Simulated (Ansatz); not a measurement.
# CoO: the cost of one run

Program: Ansatz 0.2.0. Level of theory: DFT PBE+U (U_eff = 3.3 eV on Co 3d), scalar-relativistic, plane waves, PAW. These are calculated values, not measurements.

These runs use a low cutoff (300 eV) and a coarse mesh on purpose, to show what cheap settings give: their numbers aren't properties of the material.

### Step 1. Starting point

It takes space group R-3m (No. 166, trigonal). Conventional cell: a = 3.069 Å, b = 3.069 Å, c = 7.427 Å, α = 90.00°, β = 90.00°, γ = 120.00°. Co (site symmetry -3m) has 6 O at 2.16 Å as nearest neighbours. O (site symmetry -3m) is surrounded by 6 Co at 2.16 Å.

Structure file:

```xyz
4
Lattice="-2.1350 -2.1350 4.3055 -4.3055 -2.1350 2.1350 -2.1350 -4.3055 2.1350" Properties=species:S:1:pos:R:3 pbc="T T T"
Co    0.0000    0.0000    0.0000
O     2.1616    2.1616    2.1793
Co   -4.2878   -4.2878    4.2878
O    -2.1262   -2.1262    6.4671
```

An earlier run at PBE+U (U_eff = 3.3 eV on Co 3d) left this cell at 10.100 Å³/atom and -0.03 GPa (6×6×6 mesh). The large moments point both ways and cancel.

Volume factors to run: 0.980, 1.020, 0.960, 1.040.

### Step 2. Volume × 0.980

Input file input.yaml:

```yaml
crystal:
  lattice:
    - [-2.1207000273, -2.1207000273, 4.2765837591]
    - [-4.2765837591, -2.1207000273, 2.1207000273]
    - [-2.1207000273, -4.2765837591, 2.1207000273]
  atoms:
    - { symbol: Co, position: [0.0, 0.0, 0.0], spin: 2.81 }
    - { symbol: O, position: [1.2499999954, -0.7500000046, -0.7500000046] }
    - { symbol: Co, position: [0.5, 0.5, 0.5], spin: -2.81 }
    - { symbol: O, position: [1.7500000046, -0.2499999954, -0.2499999954] }
basis:
  ecutwfc: 300
  ecutrho_ratio: 4
kpoints:
  mp_grid: { grid: [6, 6, 6] }
hamiltonian:
  xc: pbe
  hubbard:
    sites:
      - { species: Co, l: d, u_eff: 3.3, starting_ns: start.occupation_matrices }
    ns_hold: { iters: 6 }
scf:
  occupations: { method: gaussian, width: 0.05 }
  lower_state_search: "off"
output:
  forces: true
  stress: true
  eigenvalues: true
  populations: true
magnetization:
  spin_polarized: true
relax:
  f_tol: 0.01
  max_steps: 40
  cell: { stress_tol: 0.1, fix: [volume] }
```

The open shells start from the occupation matrices of the run at the neighbouring geometry (file start.occupation_matrices).

Launch:

```bash
$ ansatz run input.yaml --threads 1 --pin off --max-ram 2560MiB --backend cpu --events-out ev --progress --plain --runs-dir out
```

**Question.** How long does this run take on 1 thread of Arm Neoverse V2, shared host, and how much memory does it need?

About 40 s, with a peak of 0.34 GiB.
